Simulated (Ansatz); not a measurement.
# Re2HgBr2: one geometry, two states

Aim: solve Re2HgBr2 (a known structure type filled with other elements, at an estimated volume) from each of its saved states, at one geometry and mesh, and see which is lowest and how they differ.

Computed, not measured: Ansatz 0.2.0, DFT, HSE06, plane waves, PAW.

## 1. Geometry

It takes space group Cmmm (No. 65, orthorhombic). Conventional cell: a = 8.605 Å, b = 8.605 Å, c = 4.302 Å, α = 90.00°, β = 90.00°, γ = 90.00°. Hg (site symmetry mmm) is surrounded by 2 Re at 2.15 Å and 4 Br at 3.04 Å. Re (site symmetry 2mm) has 1 Hg at 2.15 Å as nearest neighbours. Br (site symmetry m2m) is surrounded by 2 Hg at 3.04 Å.

Coordinates:

```
Hg Re Br
1.0
     4.30242    4.30242    0.00000
     4.30242   -4.30242    0.00000
     0.00000    0.00000   -4.30242
Hg Re Br
1 2 2
Direct
  0.00000 0.00000 0.00000
  0.25000 0.75000 0.00000
  0.75000 0.25000 0.00000
  0.25000 0.25000 0.50000
  0.75000 0.75000 0.50000
```

The states: A, Re2 up, Re3 up (collinear spin); B, Re2 up, Re3 down (collinear spin).

## 2. Run from state A

Contents of input.yaml:

```yaml
crystal:
  lattice:
    - [4.30241977, 4.30241977, 0.0]
    - [4.30241977, -4.30241977, 0.0]
    - [0.0, 0.0, -4.30241977]
  atoms:
    - { symbol: Hg, position: [0.0, 0.0, 0.0], spin: 0.18 }
    - { symbol: Re, position: [0.25, 0.75, 0.0], spin: 2.51 }
    - { symbol: Re, position: [0.75, 0.25, 0.0], spin: 2.51 }
    - { symbol: Br, position: [0.25, 0.25, 0.5], spin: 0.18 }
    - { symbol: Br, position: [0.75, 0.75, 0.5], spin: 0.18 }
kpoints:
  mp_grid: { grid: [2, 2, 3], shift: [0, 0, 0] }
magnetization:
  spin_polarized: true
scf:
  occupations: { method: methfessel_paxton, width: 0.1603 }
hamiltonian:
  pseudopotentials: { kind: paw }
  xc: hse06
basis:
  ecutwfc: 420
  fft_grid_basis: typed
output:
  forces: true
  stress: true
  eigenvalues: true
  bader: true
  populations: true
  elf: true
  write_potential: true
  volumetric_format: npy
  dos:
    e_range: [-12, 8]
    de: 0.05
    projected: { site_lists: { Br: [Br], Hg: [Hg], Re: [Re] } }
    method: { smearing: { sigma: 0.1, scheme: gaussian } }
```

## 4. Run from state B

input.yaml: that of step 2 with these lines changed.

```diff
@@ -6,7 +6,7 @@
   atoms:
-    - { symbol: Hg, position: [0.0, 0.0, 0.0], spin: 0.18 }
-    - { symbol: Re, position: [0.25, 0.75, 0.0], spin: 2.51 }
-    - { symbol: Re, position: [0.75, 0.25, 0.0], spin: 2.51 }
-    - { symbol: Br, position: [0.25, 0.25, 0.5], spin: 0.18 }
-    - { symbol: Br, position: [0.75, 0.75, 0.5], spin: 0.18 }
+    - { symbol: Hg, position: [0.0, 0.0, 0.0] }
+    - { symbol: Re, position: [0.25, 0.75, 0.0], spin: 2.48 }
+    - { symbol: Re, position: [0.75, 0.25, 0.0], spin: -2.48 }
+    - { symbol: Br, position: [0.25, 0.25, 0.5] }
+    - { symbol: Br, position: [0.75, 0.75, 0.5] }
 kpoints:
```

(Steps that only read results are left out.)

Q: Predict the outcome of this session. Wanted: for each run, free energy; largest site moment; size of the net moment; gap; pressure; largest force.

**Answer**, as computed:

```tsv
state	free energy (meV/atom)	largest site moment (μB)	size of the net moment (μB/cell)	gap (eV)	pressure (GPa)	largest force (eV/Å)	SCF cycles
A	147.8	2.51	10.00	0.76	20.4	14.51	130
B	0.0	2.49	0.00	1.30	17.8	12.89	28
```

**Reading.** State B wins by 147.8 meV per atom over A. The atoms are far from rest (forces to 14.5 eV/Å), so order and character hold for this geometry alone. At the same volume their pressures differ by 2.5 GPa. Every run converged, so convergence alone does not show that a state is the lowest.

Caveats: hybrid functional on a coarse k mesh, so gap or metal on the mesh may not be true; atoms or cell far from equilibrium; wide smearing; the exchange threshold is loose for a stress; the SCF threshold is loose for a stress; hybrid pressures are less sure with W, Ta, Re, Os or Al on these datasets.
